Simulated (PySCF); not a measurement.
# C3H6BCl: the cost of one run

The runs use PySCF 2.14.0, with density-fitted response routines of our own; the level of theory stands in each step. All values are computed, except where a source is named. Atoms are numbered from 0 throughout.

## 1. The starting structure

11 atoms, charge 0, multiplicity 1; geometry from: GFN2-xTB. The atoms were then displaced at random by about 0.01 Å, so the start is not that level's minimum.

Bonds of the start (Å): Cl0–B1 1.71, B1–C2 1.56, C2–C3 1.50, C3–C4 1.50, C4–C2 1.51, B1–H5 1.17, C2–H6 1.07, C3–H7 1.09, C3–H8 1.09, C4–H9 1.07, C4–H10 1.09.

## 2. Optimising the geometry at PBE0-D3(BJ)/def2-SVP

The job: settings as JSON, then the geometry in Å.

```
{"job": {"xc": "PBE0", "basis": "def2-SVP", "d3": "d3bj", "grid": 1, "shake": 0.01, "kind": "geom"}, "charge": 0, "multiplicity": 1}
Cl     1.761100    -0.861910     1.605710
B      1.545470    -0.536610    -0.064090
C      0.187390     0.009020    -0.604610
C     -0.594240     0.977330     0.234820
C     -1.113620    -0.414450     0.033180
H      2.460870    -0.744760    -0.768570
H      0.151620     0.183040    -1.664390
H     -1.101810     1.786310    -0.291960
H     -0.243560     1.256490     1.227320
H     -1.945700    -0.586950    -0.610450
H     -1.069400    -1.093330     0.887370
```

Command:

```sh
OMP_NUM_THREADS=1 python probes_run.py task.json out
```

This one command runs all jobs of the session in turn.

Q: Estimate the wall time and peak memory of this first job on 1 thread of Intel Xeon Platinum 8488C, shared host.

About 18 s, with a peak of 0.44 GiB.
